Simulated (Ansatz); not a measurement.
**CH₅BFNS: basis-set convergence**

The task here is to estimate one member of a computed series from the others.

Program: Ansatz 0.2.0, Gaussian basis. Level of theory: one geometry, several basis sets. These are calculated values, not measurements.

Plan: PBE0-D4/def2-SVP; ωB97M-V/def2-SVP; PBE0-D4/def2-QZVPP; ωB97M-V/def2-QZVPP; the functionals' def2-TZVPP values are taken from earlier runs.

**Structure used throughout**

All runs share one geometry, relaxed beforehand with PBE0-D4 in a triple-zeta def2 set.

10 atoms, charge 0, spin multiplicity 1.

Atoms are counted from 1 here; the program's logs count them from 0.

Bond lengths: B1–C2 1.567 Å, B1–S5 1.935 Å, B1–H6 1.209 Å, B1–H7 1.202 Å, C2–N3 1.305 Å, C2–F4 1.314 Å, N3–H8 1.009 Å, N3–H9 1.007 Å, S5–H10 1.342 Å. Angles: C2–B1–S5 96.3°, C2–B1–H6 108.8°, C2–B1–H7 112.6°, S5–B1–H6 107.3°, S5–B1–H7 114.0°, H6–B1–H7 116.0°, B1–C2–N3 126.4°, B1–C2–F4 121.8°, N3–C2–F4 111.7°, C2–N3–H8 122.0°, C2–N3–H9 117.8°, H8–N3–H9 119.6°, B1–S5–H10 98.4°.

The first run:

The input, in.yaml:

```yaml
crystal:
  periodic: [false, false, false]
  atoms:
    - {symbol: B, position_ang: [-0.671773, 0.729458, -0.432698]}
    - {symbol: C, position_ang: [-0.006501, -0.634098, -0.041339]}
    - {symbol: N, position_ang: [0.055978, -1.150527, 1.155808]}
    - {symbol: F, position_ang: [0.630159, -1.372460, -0.921913]}
    - {symbol: S, position_ang: [0.955986, 1.775584, -0.408001]}
    - {symbol: H, position_ang: [-1.355988, 1.107599, 0.489804]}
    - {symbol: H, position_ang: [-1.209807, 0.688791, -1.506835]}
    - {symbol: H, position_ang: [0.644313, -1.942857, 1.366682]}
    - {symbol: H, position_ang: [-0.403383, -0.658405, 1.904106]}
    - {symbol: H, position_ang: [1.444116, 1.405617, -1.602515]}
basis:
  gaussian: {orbitals: def2-SVP}
hamiltonian: {xc: pbe0, dispersion: d4}
output: {orbitals: {seedname: orbitals}}
```

Among the steps run: PBE0-D4 in def2-SVP; ωB97M-V in def2-SVP; PBE0-D4 in def2-QZVPP; ωB97M-V in def2-QZVPP.

One of the session's tables, all rows but one given; the rest of the session is left out.

It belongs to the step «Density functionals: the series». 

```
functional       basis  HOMO (eV)
   PBE0-D4    def2-SVP      -6.15
   PBE0-D4  def2-TZVPP      -6.35
   PBE0-D4  def2-QZVPP      -6.39
   ωB97M-V    def2-SVP      -8.24
   ωB97M-V  def2-TZVPP      -8.48
   ωB97M-V  def2-QZVPP          ?
```

**Question.** Estimate the row for ωB97M-V, def2-QZVPP.

The run gave: HOMO (eV): -8.53. In the column «HOMO (eV)» it is the lowest.
